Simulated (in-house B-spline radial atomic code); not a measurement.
**Gd²⁺: excited configurations**

Wanted: excitation energies of Gd²⁺ as differences of total energies (ΔSCF).

The numbers are computed with in-house B-spline radial atomic code version 1 (scalar-relativistic (spin-free one-electron X2C) BHandHLYP, spin-polarised, spherical density, exact exchange averaged over the configuration, Fermi nucleus, basis-set limit), except any that are marked as measured or tabulated.

**1. The atom as given**

```
element       : gadolinium (Z = 64)
charge        : +2
electrons     : 62
configuration : [Xe] 4f7 5d1
Hamiltonian   : scalar-relativistic (X2C)
nucleus       : Fermi, rms radius 5.157 fm
```

Outer shells as boxes (Hund's rule):

[Xe] 4f7 5d1
```
[Xe] core
4f [↑ ][↑ ][↑ ][↑ ][↑ ][↑ ][↑ ]
5d [↑ ][  ][  ][  ][  ]
```

Where spins are not typed, each open shell is filled with up spins first.

Settings of the run:

```ini
Z = 64
electrons = 62.0
configuration = [Xe] 4f7 5d1
hamiltonian = x2c
method = bhandhlyp
spin_polarised = True
nucleus = fermi
rms_radius = 5.1569
mass_number = 158
atomic_mass = 157.9241112
speed_of_light = 137.035999084
exact_exchange = averaged over the configuration
```

This reference run was done before. Its total energy is -11270.122133 hartree, and its levels are (the highest eight at most):

```tsv
orbital	occupation	energy (eV)	<r> (bohr)
4d up	5	-177.18	0.6371
4d down	5	-165.66	0.6384
5s up	1	-70.865	1.337
5s down	1	-66.973	1.357
5p up	3	-45.925	1.545
5p down	3	-42.616	1.581
4f up	7	-30.454	0.8335
5d up	1	-18.024	2.328
```

**2. [Kr] 4d9 4f8 5s2 5p6 5d1**

The settings differ from step 1 so:

```diff
@@ -2,3 +2,3 @@
 electrons = 62.0
-configuration = [Xe] 4f7 5d1
+configuration = [Kr] 4d9 4f8 5s2 5p6 5d1
 hamiltonian = x2c
```

Launch:

```console
$ python run_scf.py task.json out
```

task.json lists these runs, among others, and the program works through them in turn.

Main fields of the result record, rounded:

```text
{
  "status": "converged",
  "iterations": 11,
  "energy [hartree]": {"total": -11264.9516776, "kinetic": 12288.8225862, "nuclear": -27650.2277528, "coulomb": 4347.71056478, "exact_exchange": -123.275875352, "xc": -127.981200399},
  "orbitals [hartree, bohr; first row names the columns]": [
    ["name", "occ", "eps", "<r>"],
    ["1s up", 1.0, -1846.8309, 0.021188],
    ["1s down", 1.0, -1846.8304, 0.021188],
    ["2s up", 1.0, -307.76983, 0.092554],
    ["2s down", 1.0, -307.73462, 0.092549],
    ["2p up", 3.0, -274.34171, 0.081938],
    ["2p down", 3.0, -274.30922, 0.081931],
    ["3s up", 1.0, -69.675174, 0.24364],
    ["3s down", 1.0, -69.54514, 0.24335],
    ["3p up", 3.0, -59.172972, 0.24221],
    ["3p down", 3.0, -59.031506, 0.24182],
    ["3d up", 5.0, -45.069984, 0.2211],
    ["3d down", 5.0, -44.914732, 0.22072],
    ["4s up", 1.0, -15.066339, 0.55271],
    ["4s down", 1.0, -14.676336, 0.55264],
    ["4p up", 3.0, -11.549917, 0.58396],
    ["4p down", 3.0, -11.126424, 0.58444],
    ["4d up", 5.0, -6.5934743, 0.63493],
    ["4d down", 4.0, -6.1561597, 0.63715],
    ["4f up", 7.0, -1.1763955, 0.81891],
    ["4f down", 1.0, -0.88831311, 0.8745],
    ["5s up", 1.0, -2.615792, 1.3322],
    ["5s down", 1.0, -2.4795899, 1.3528],
    ["5p up", 3.0, -1.6939904, 1.5399],
    ["5p down", 3.0, -1.5795024, 1.5737],
    ["5d up", 1.0, -0.66301831, 2.3214]
  ],
  "sum_r [bohr^k]": {"-1": 443.5706, "1": 36.15522, "2": 42.21527},
  "energy_minus_base [hartree]": 5.17045558
}
```

Run time: 0.51 s. Hardware: 1 thread, shared host.

energy_minus_base is the energy less that of the reference run.

**3. Configuration [Kr] 4d9 4f7 5s2 5p6 5d1 6s1**

The settings differ from step 2 so:

```diff
@@ -2,3 +2,3 @@
 electrons = 62.0
-configuration = [Kr] 4d9 4f8 5s2 5p6 5d1
+configuration = [Kr] 4d9 4f7 5s2 5p6 5d1 6s1
 hamiltonian = x2c
```

Results of the run:

```text
{
  "status": "converged",
  "iterations": 11,
  "energy [hartree]": {"total": -11264.7467152, "kinetic": 12289.0603504, "nuclear": -27627.0218175, "coulomb": 4324.3984598, "exact_exchange": -123.425848253, "xc": -127.757859659},
  "orbitals [hartree, bohr; first row names the columns]": [
    ["name", "occ", "eps", "<r>"],
    ["1s up", 1.0, -1847.2059, 0.021188],
    ["1s down", 1.0, -1847.204, 0.021188],
    ["2s up", 1.0, -308.17522, 0.092558],
    ["2s down", 1.0, -308.13718, 0.092552],
    ["2p up", 3.0, -274.74243, 0.081943],
    ["2p down", 3.0, -274.70801, 0.081935],
    ["3s up", 1.0, -70.131026, 0.24368],
    ["3s down", 1.0, -69.971939, 0.24333],
    ["3p up", 3.0, -59.627799, 0.24227],
    ["3p down", 3.0, -59.456053, 0.24179],
    ["3d up", 5.0, -45.519968, 0.22118],
    ["3d down", 5.0, -45.334948, 0.22068],
    ["4s up", 1.0, -15.518392, 0.55163],
    ["4s down", 1.0, -15.062588, 0.5517],
    ["4p up", 3.0, -11.99284, 0.5824],
    ["4p down", 3.0, -11.502189, 0.58302],
    ["4d up", 5.0, -7.0242914, 0.63128],
    ["4d down", 4.0, -6.5090663, 0.634],
    ["4f up", 7.0, -1.5725438, 0.78032],
    ["5s up", 1.0, -2.8836104, 1.3005],
    ["5s down", 1.0, -2.7195061, 1.3251],
    ["5p up", 3.0, -1.9183911, 1.4921],
    ["5p down", 3.0, -1.782762, 1.5225],
    ["5d up", 1.0, -0.80582716, 2.1248],
    ["6s up", 1.0, -0.68567197, 3.2294]
  ],
  "sum_r [bohr^k]": {"-1": 443.2095, "1": 37.6456, "2": 49.77328},
  "energy_minus_base [hartree]": 5.37541799
}
```

It took 0.48 s on 1 thread, shared host.

**4. Configuration [Xe] 4f6 5d1 6d1**

The settings differ from step 3 so:

```diff
@@ -2,3 +2,3 @@
 electrons = 62.0
-configuration = [Kr] 4d9 4f7 5s2 5p6 5d1 6s1
+configuration = [Xe] 4f6 5d1 6d1
 hamiltonian = x2c
```

Results of the run:

```text
{
  "status": "converged",
  "iterations": 13,
  "energy [hartree]": {"total": -11269.2934922, "kinetic": 12293.5783089, "nuclear": -27634.4211634, "coulomb": 4322.69030101, "exact_exchange": -123.422537469, "xc": -127.718401255},
  "orbitals [hartree, bohr; first row names the columns]": [
    ["name", "occ", "eps", "<r>"],
    ["1s up", 1.0, -1847.0794, 0.021188],
    ["1s down", 1.0, -1847.0796, 0.021188],
    ["2s up", 1.0, -308.06127, 0.092567],
    ["2s down", 1.0, -308.05558, 0.092564],
    ["2p up", 3.0, -274.62297, 0.081951],
    ["2p down", 3.0, -274.61829, 0.081948],
    ["3s up", 1.0, -70.133061, 0.24373],
    ["3s down", 1.0, -70.012221, 0.24346],
    ["3p up", 3.0, -59.626138, 0.24232],
    ["3p down", 3.0, -59.495728, 0.24196],
    ["3d up", 5.0, -45.497991, 0.22127],
    ["3d down", 5.0, -45.368925, 0.22072],
    ["4s up", 1.0, -15.521643, 0.55213],
    ["4s down", 1.0, -15.221188, 0.55203],
    ["4p up", 3.0, -11.996861, 0.58309],
    ["4p down", 3.0, -11.677436, 0.58326],
    ["4d up", 5.0, -7.0216537, 0.63298],
    ["4d down", 5.0, -6.6392989, 0.63451],
    ["5s up", 1.0, -2.9694247, 1.3075],
    ["5s down", 1.0, -2.8377721, 1.3228],
    ["5p up", 3.0, -2.0139751, 1.491],
    ["5p down", 3.0, -1.8976882, 1.5175],
    ["4f up", 6.0, -1.6133997, 0.79052],
    ["5d up", 1.0, -0.87533137, 2.0051],
    ["6d up", 1.0, -0.35510077, 5.566]
  ],
  "sum_r [bohr^k]": {"-1": 443.3236, "1": 39.77975, "2": 71.28626},
  "energy_minus_base [hartree]": 0.828640925
}
```

Wall time 0.58 s (1 thread, shared host).

**5. Run with [Kr] 4d9 4f7 5s2 5p6 5d1 6d1**

The settings differ from step 4 so:

```diff
@@ -2,3 +2,3 @@
 electrons = 62.0
-configuration = [Xe] 4f6 5d1 6d1
+configuration = [Kr] 4d9 4f7 5s2 5p6 5d1 6d1
 hamiltonian = x2c
```

Results of the run:

```text
{
  "status": "converged",
  "iterations": 15,
  "energy [hartree]": {"total": -11264.3632375, "kinetic": 12288.5793682, "nuclear": -27619.283011, "coulomb": 4317.3834493, "exact_exchange": -123.343320291, "xc": -127.699723703},
  "orbitals [hartree, bohr; first row names the columns]": [
    ["name", "occ", "eps", "<r>"],
    ["1s up", 1.0, -1847.3218, 0.021188],
    ["1s down", 1.0, -1847.3212, 0.021188],
    ["2s up", 1.0, -308.2887, 0.092558],
    ["2s down", 1.0, -308.25132, 0.092552],
    ["2p up", 3.0, -274.85668, 0.081943],
    ["2p down", 3.0, -274.82229, 0.081934],
    ["3s up", 1.0, -70.243591, 0.24369],
    ["3s down", 1.0, -70.085893, 0.24333],
    ["3p up", 3.0, -59.741309, 0.24227],
    ["3p down", 3.0, -59.570007, 0.24179],
    ["3d up", 5.0, -45.633843, 0.22118],
    ["3d down", 5.0, -45.448727, 0.22068],
    ["4s up", 1.0, -15.630059, 0.55169],
    ["4s down", 1.0, -15.176478, 0.5517],
    ["4p up", 3.0, -12.106126, 0.58235],
    ["4p down", 3.0, -11.616073, 0.58301],
    ["4d up", 5.0, -7.1378743, 0.63121],
    ["4d down", 4.0, -6.622803, 0.63398],
    ["4f up", 7.0, -1.6856153, 0.77966],
    ["5s up", 1.0, -2.9904881, 1.302],
    ["5s down", 1.0, -2.8305146, 1.3237],
    ["5p up", 3.0, -2.0282397, 1.4839],
    ["5p down", 3.0, -1.8918991, 1.519],
    ["5d up", 1.0, -0.88069664, 1.9936],
    ["6d up", 1.0, -0.35591612, 5.5484]
  ],
  "sum_r [bohr^k]": {"-1": 443.0877, "1": 39.79307, "2": 71.07972},
  "energy_minus_base [hartree]": 5.75889565
}
```

Wall time 0.67 s (1 thread, shared host).

**6. [Kr] 4d9 4f7 5s2 5p6 5d2**

The settings differ from step 5 so:

```diff
@@ -2,3 +2,3 @@
 electrons = 62.0
-configuration = [Kr] 4d9 4f7 5s2 5p6 5d1 6d1
+configuration = [Kr] 4d9 4f7 5s2 5p6 5d2
 hamiltonian = x2c
```

Results of the run:

```text
{
  "status": "converged",
  "iterations": 11,
  "energy [hartree]": {"total": -11264.8160267, "kinetic": 12288.9798801, "nuclear": -27633.6654372, "coulomb": 4331.18317543, "exact_exchange": -123.469452922, "xc": -127.84419206},
  "orbitals [hartree, bohr; first row names the columns]": [
    ["name", "occ", "eps", "<r>"],
    ["1s up", 1.0, -1847.0954, 0.021188],
    ["1s down", 1.0, -1847.095, 0.021188],
    ["2s up", 1.0, -308.06102, 0.092559],
    ["2s down", 1.0, -308.02215, 0.092552],
    ["2p up", 3.0, -274.62897, 0.081943],
    ["2p down", 3.0, -274.5932, 0.081935],
    ["3s up", 1.0, -70.018189, 0.24369],
    ["3s down", 1.0, -69.86057, 0.24334],
    ["3p up", 3.0, -59.515869, 0.24227],
    ["3p down", 3.0, -59.34459, 0.2418],
    ["3d up", 5.0, -45.408568, 0.22118],
    ["3d down", 5.0, -45.222636, 0.22069],
    ["4s up", 1.0, -15.405264, 0.55166],
    ["4s down", 1.0, -14.950929, 0.5517],
    ["4p up", 3.0, -11.881193, 0.58231],
    ["4p down", 3.0, -11.390403, 0.58299],
    ["4d up", 5.0, -6.9134011, 0.63112],
    ["4d down", 4.0, -6.397024, 0.63389],
    ["4f up", 7.0, -1.4619663, 0.78393],
    ["5s up", 1.0, -2.7798465, 1.311],
    ["5s down", 1.0, -2.6048636, 1.3297],
    ["5p up", 3.0, -1.8339066, 1.5047],
    ["5p down", 3.0, -1.6745349, 1.5361],
    ["5d up", 2.0, -0.73145664, 2.1822]
  ],
  "sum_r [bohr^k]": {"-1": 443.3123, "1": 36.77315, "2": 44.40154},
  "energy_minus_base [hartree]": 5.30610641
}
```

Wall time 0.44 s (1 thread, shared host).

**7. Run with [Xe] 4f6 5d1 6p1**

The settings differ from step 6 so:

```diff
@@ -2,3 +2,3 @@
 electrons = 62.0
-configuration = [Kr] 4d9 4f7 5s2 5p6 5d2
+configuration = [Xe] 4f6 5d1 6p1
 hamiltonian = x2c
```

Results of the run:

```text
{
  "status": "converged",
  "iterations": 11,
  "energy [hartree]": {"total": -11269.4996557, "kinetic": 12293.8084331, "nuclear": -27639.0764152, "coulomb": 4326.94639606, "exact_exchange": -123.428660599, "xc": -127.749409035},
  "orbitals [hartree, bohr; first row names the columns]": [
    ["name", "occ", "eps", "<r>"],
    ["1s up", 1.0, -1847.0076, 0.021188],
    ["1s down", 1.0, -1847.0071, 0.021188],
    ["2s up", 1.0, -307.99115, 0.092567],
    ["2s down", 1.0, -307.98561, 0.092564],
    ["2p up", 3.0, -274.55285, 0.081951],
    ["2p down", 3.0, -274.54802, 0.081948],
    ["3s up", 1.0, -70.063634, 0.24373],
    ["3s down", 1.0, -69.942454, 0.24346],
    ["3p up", 3.0, -59.556826, 0.24232],
    ["3p down", 3.0, -59.425925, 0.24196],
    ["3d up", 5.0, -45.428291, 0.22127],
    ["3d down", 5.0, -45.299284, 0.22072],
    ["4s up", 1.0, -15.452535, 0.55213],
    ["4s down", 1.0, -15.151528, 0.55203],
    ["4p up", 3.0, -11.927885, 0.58309],
    ["4p down", 3.0, -11.607778, 0.58327],
    ["4d up", 5.0, -6.9521679, 0.63304],
    ["4d down", 5.0, -6.5697437, 0.63452],
    ["5s up", 1.0, -2.9024439, 1.307],
    ["5s down", 1.0, -2.7699463, 1.3236],
    ["5p up", 3.0, -1.9466657, 1.4927],
    ["5p down", 3.0, -1.8310267, 1.5194],
    ["4f up", 6.0, -1.5443015, 0.79082],
    ["5d up", 1.0, -0.83508451, 2.1163],
    ["6p up", 1.0, -0.51837313, 3.8872]
  ],
  "sum_r [bohr^k]": {"-1": 443.3964, "1": 38.22562, "2": 54.76768},
  "energy_minus_base [hartree]": 0.622477455
}
```

It took 0.5 s on 1 thread, shared host.

**8. All configurations in order**

| net move | configuration | 2|M_S|+1 | energy above the reference (eV) | largest <r> (bohr) |
| --- | --- | --- | --- | --- |
| 4f → 6p | [Xe] 4f6 5d1 6p1 | 9 | 16.938 | 3.89 |
| 4f → 6d | [Xe] 4f6 5d1 6d1 | 9 | 22.548 | 5.57 |
| 4d → 4f | [Kr] 4d9 4f8 5s2 5p6 5d1 | 9 | 140.70 | 2.32 |
| 4d → 5d | [Kr] 4d9 4f7 5s2 5p6 5d2 | 11 | 144.39 | 2.18 |
| 4d → 6s | [Kr] 4d9 4f7 5s2 5p6 5d1 6s1 | 11 | 146.27 | 3.23 |
| 4d → 6d | [Kr] 4d9 4f7 5s2 5p6 5d1 6d1 | 11 | 156.71 | 5.55 |

The lowest of them is 4f → 6p at 16.938 eV and the highest 4d → 6d at 156.71 eV. 4 of them lie more than 60 % above minus the reference's highest level (18.024 eV), in the range where a state can decay by emitting an electron. Two partly filled shells share a symmetry and can mix in the average, which may lower the energy, for: 4f → 6d; 4d → 6d. The reference has 2|M_S|+1 = 9; 3 of the configurations differ from it in spin. These are spherical averages at the typed spins, not spectroscopic levels.
